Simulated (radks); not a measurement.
# Numerical settings for Co³⁺

How sensitive is the result for the cobalt ion Co3+ to mesh, mixing and thresholds? A default run comes first. The defaults are a mesh step of 0.008 in ln r, a mesh end at 40 bohr or more, Anderson mixing 0.5 over 9 steps and a tight residual threshold, with the energy settled to 1e-9 hartree as well; every run has a cap on iterations.

Method: scalar-relativistic Kohn-Sham, BLYP, spin-polarised, spherical densities, point nucleus; open shells are filled with parallel spins first. Code: radks (a radial shooting solver on a logarithmic mesh, Libxc functionals) version 1.

### 1 What is computed

| Property | Result |
| --- | --- |
| element | cobalt (Z = 27) |
| charge | +3 |
| electrons | 24 |
| configuration | [Ar] 3d6 |

Outer shells as boxes (Hund's rule):

Co³⁺
```
[Ar] core
3d [↑↓][↑ ][↑ ][↑ ][↑ ]
```

### 2 Default settings

Settings of this run:

```text
Z 27
configuration [Ar] 3d6
relativity scalar-relativistic
functional b88,lyp
spin polarised
nucleus point
c 137.035999084
max_iterations 54
```

Launch:

```bash
python run_ks.py task.json out
```

The same process makes all the runs of this session.

### 3 Mesh step in ln r 0.003

Input: that of step 2 with these lines changed.

```diff
@@ -7,2 +7,3 @@
 c 137.035999084
+mesh_step 0.003
 max_iterations 54
```

### 4 Mesh step in ln r 0.12

Input: that of step 3 with these lines changed.

```diff
@@ -7,3 +7,3 @@
 c 137.035999084
-mesh_step 0.003
+mesh_step 0.12
 max_iterations 54
```

### 5 Mesh step in ln r 0.005

Input: that of step 4 with these lines changed.

```diff
@@ -7,3 +7,3 @@
 c 137.035999084
-mesh_step 0.12
+mesh_step 0.005
 max_iterations 54
```

### 6 Mesh end (bohr) 400

Input: that of step 5 with these lines changed.

```diff
@@ -7,3 +7,3 @@
 c 137.035999084
-mesh_step 0.005
+mesh_end 400
 max_iterations 54
```

### 7 Mesh end (bohr) 5

Input: that of step 6 with these lines changed.

```diff
@@ -7,3 +7,3 @@
 c 137.035999084
-mesh_end 400
+mesh_end 5
 max_iterations 54
```

### 8 Residual threshold 0.001

Input: that of step 7 with these lines changed.

```diff
@@ -7,3 +7,3 @@
 c 137.035999084
-mesh_end 5
+threshold 0.001
 max_iterations 54
```

### 9 Residual threshold 0.01

Input: that of step 8 with these lines changed.

```diff
@@ -7,3 +7,3 @@
 c 137.035999084
-threshold 0.001
+threshold 0.01
 max_iterations 54
```

### 10 Mixing 1

Input: that of step 9 with these lines changed.

```diff
@@ -7,3 +7,3 @@
 c 137.035999084
-threshold 0.01
+mixing 1
 max_iterations 54
```

### 11 Mixing history 1, mixing 0.5

Input: that of step 10 with these lines changed.

```diff
@@ -7,3 +7,4 @@
 c 137.035999084
-mixing 1
+history 1
+mixing 0.5
 max_iterations 54
```

### 12 Mixing history 1, mixing 0.05

Input: that of step 11 with these lines changed.

```diff
@@ -8,3 +8,3 @@
 history 1
-mixing 0.5
+mixing 0.05
 max_iterations 54
```

### 13 Mixing history 20

Input: that of step 12 with these lines changed.

```diff
@@ -7,4 +7,3 @@
 c 137.035999084
-history 1
-mixing 0.05
+history 20
 max_iterations 54
```

### 14 Iteration cap 3

Input: that of step 13 with these lines changed.

```diff
@@ -7,3 +7,2 @@
 c 137.035999084
-history 20
-max_iterations 54
+max_iterations 3
```

Q: Predict the outcome of this session. Wanted: for each run, setting; iterations; converged; change of E.

The runs gave:

```csv
setting,mesh points,iterations,converged,change of E (mhartree),time
Default settings,2476,15,yes,0,0.15 s
mesh step in ln r 0.003,6603,15,yes,0,0.39 s
mesh step in ln r 0.12,166,2,no,-,0.02 s
mesh step in ln r 0.005,3962,15,yes,0,0.24 s
mesh end (bohr) 400,2764,15,yes,0,0.16 s
mesh end (bohr) 5,2216,15,yes,+0.1645,0.14 s
residual threshold 0.001,2476,10,yes,0,0.12 s
residual threshold 0.01,2476,10,yes,0,0.12 s
mixing 1,2476,11,yes,0,0.12 s
"mixing history 1, mixing 0.5",2476,30,yes,0,0.27 s
"mixing history 1, mixing 0.05",2476,54,no,-,0.53 s
mixing history 20,2476,19,yes,0,0.19 s
iteration cap 3,2476,3,no,-,0.04 s
```

**Reading.** A zero stands for less than 1e-4 mhartree. No run that converges misses the default energy by more than 1 mhartree. Not converged: mesh step in ln r 0.12; mixing history 1, mixing 0.05; iteration cap 3.
